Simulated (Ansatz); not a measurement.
**RuNH3+ (doublet): from Hartree-Fock to the top rungs, def2-SVP**

One table from this session's results is given with a row withheld; the runs are named, their logs left out.

Program: Ansatz 0.2.0, Gaussian basis. Level of theory: def2-SVP, core rule «outside noble gas», up to 5 orbitals frozen. These are calculated values, not measurements.

The runs, in order: UHF; CCSD(T) on ROHF; CCSD(T) on UHF; CISD; CCSDT(Q) on ROHF; CCSDT(Q) on UHF.

3 further runs of the same task are left out: 3 set aside as unsound or not needed.

### The system

The geometry is a PBE0/def2-TZVP stationary point (not a proven minimum) of the parent state, kept for this charge and spin. No spin-orbit coupling is included. Elements past krypton take def2 core potentials.

5 atoms, charge 1, spin multiplicity 2.

Atoms are counted from 1 here; the program's logs count them from 0.

Bond lengths: Ru1–N2 2.125 Å, N2–H3 1.019 Å, N2–H4 1.019 Å, N2–H5 1.019 Å. Angles: Ru1–N2–H3 112.4°, Ru1–N2–H4 112.4°, Ru1–N2–H5 112.4°, H3–N2–H4 106.4°, H3–N2–H5 106.4°, H4–N2–H5 106.4°.

Set-up of the first run:

File in.yaml:

```yaml
crystal:
  periodic: [false, false, false]
  atoms:
    - {symbol: Ru, position_ang: [-0.316339, 0.002336, 0.001902]}
    - {symbol: N, position_ang: [1.808461, -0.013354, -0.010872]}
    - {symbol: H, position_ang: [2.189570, -0.958031, -0.008188]}
    - {symbol: H, position_ang: [2.204892, 0.458995, 0.799927]}
    - {symbol: H, position_ang: [2.195022, 0.450378, -0.831353]}
basis:
  gaussian: {orbitals: def2-SVP}
total_charge: 1
magnetization: {spin_polarized: true, initial_magnetization: 1}
hamiltonian: {xc: hf}
output: {orbitals: {seedname: orbitals}}
```

The run is started by

```sh
ansatz run in.yaml --threads 1 --pin off --events-out ev --progress --plain --max-ram 4096MiB --backend cpu
```

Among the steps run: UHF; CCSD(T) on ROHF; CCSD(T) on UHF; CISD; CCSDT(Q) on ROHF; CCSDT(Q) on UHF.

One of the session's tables, all rows but one given; the rest of the session is left out.

It belongs to the step «Misses and costs». 

```
   method  from RCCSDT(Q) (meV)
     ROHF               +9489.7
      UHF               +8865.1
     RMP2               +1009.4
     UMP2                +530.7
     CISD               +1131.4
    RCCSD                     ?
    UCCSD                -331.2
 RCCSD(T)                 +71.5
 UCCSD(T)                -761.4
   RCCSDT                 +18.1
   UCCSDT                -975.5
RCCSDT(Q)                     0
UCCSDT(Q)               -1033.8
```

**Question.** Estimate the row for RCCSD.

The run gave: from RCCSDT(Q) (meV): +341.9. In the column «from RCCSDT(Q) (meV)» it lies between RCCSD(T) (+71.5) and UMP2 (+530.7).

The program flags UCCSD(T), UCCSDT(Q) as in doubt (see the logs), so those rows may rest on another solution; read them beside their warnings.

Limits of these values: The determinant is far from a pure spin state, so its energy mixes those of several spin states (harmless only where they are near-degenerate, as at dissociation). The program flags UCCSD(T), UCCSDT(Q) as in doubt, so those rows may rest on another solution; read them beside their warnings. Restricted and unrestricted rows rest on different reference determinants; where their highest levels disagree by more than a few hundredths of an eV, they describe different states and don't form one ladder.
